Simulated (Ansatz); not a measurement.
# NiO2: an axial (c/a) deformation path

The task here is to estimate one member of a computed series from the others.

Computed with Ansatz 0.2.0 (DFT r2SCAN, scalar-relativistic, plane waves, PAW, unless a step's input says otherwise).

1 further run of the same task is left out (set aside as unsound or not needed).

## The starting structure

Symmetry: P-3m1, No. 164, trigonal system. Conventional cell: a = 2.776 Å, b = 2.776 Å, c = 4.607 Å, α = 90.00°, β = 90.00°, γ = 120.00°. Ni (site symmetry -3m) has 6 O at 1.86 Å as nearest neighbours. Around O (site symmetry 3m) lie 3 Ni at 1.86 Å.

Coordinates:

```
CELL_PARAMETERS angstrom
2.77624 0.00000 0.00000
-1.38812 2.40429 0.00000
0.00000 0.00000 4.60700
ATOMIC_POSITIONS crystal
Ni 0.00000 0.00000 0.50000
O 0.66667 0.33333 0.70390
O 0.33333 0.66667 0.29610
```

It goes back to an entry of the Materials Project, which need not be the stable form.

This cell was relaxed beforehand with the same method: volume 10.25 Å³/atom, gap on the mesh 1.47 eV.

The first run:

input.yaml reads:

```yaml
crystal:
  lattice:
    - [2.7762368975, 0.0, 0.0]
    - [-1.3881184487, 2.4042916802, 0.0]
    - [0.0, 0.0, 4.6069965744]
  atoms:
    - { symbol: Ni, position: [0.0, 0.0, 0.5] }
    - { symbol: O, position: [0.6666666667, 0.3333333333, 0.7038965371] }
    - { symbol: O, position: [0.3333333333, 0.6666666667, 0.2961034629] }
basis:
  ecutwfc: 500
kpoints:
  mp_grid: { grid: [12, 12, 8] }
hamiltonian:
  xc: r2scan
scf:
  occupations: { method: gaussian, width: 0.05 }
output:
  forces: true
  stress: true
  eigenvalues: true
  write_density: true
  write_potential: true
  elf: true
  volumetric_format: npy
```

Command:

```bash
ansatz run input.yaml --threads 1 --pin off --max-ram 2560MiB --backend cpu --events-out ev --progress --plain --runs-dir out
```

Among the steps run: The reference: the undisturbed cell on the scan's mesh; ρ = 0.850; ρ = 1.200; ρ = 0.920; ρ = 1.100; ρ = 0.960.

One table of the session follows, with a row left open; its other results are not shown here.

| ρ | ΔE (meV/atom) | pressure (GPa) | gap on the mesh (eV) |
| --- | --- | --- | --- |
| 0.850 | 86.6 | -9.8 | 0.96 |
| 0.920 | 23.9 | -5.1 | 1.24 |
| 0.960 | ? | ? | ? |
| 1.000 | 0.0 | 0.0 | 1.48 |
| 1.100 | 34.2 | 5.8 | 1.68 |
| 1.200 | 129.6 | 10.8 | 1.84 |

**Question.** Estimate the row for ρ = 0.960.

Worked estimate for «ΔE (meV/atom)». A straight line through the neighbours (0.920, 23.9) and (1.000, 0.0) gives 23.9 + (0.0 − 23.9) × (0.960 − 0.920) / (1.000 − 0.920) = 12.0; a parabola fitted to 4 rows on both sides gives 6.1.

**Answer.** ΔE (meV/atom): 5.9; pressure (GPa): -2.5; gap on the mesh (eV): 1.39. In «ΔE (meV/atom)» the line misses by +6.1 and the parabola by +0.2.

To keep in mind: Layers here are held mostly by dispersion, which this level lacks, so their spacing and the stiffness across them are unreliable there.
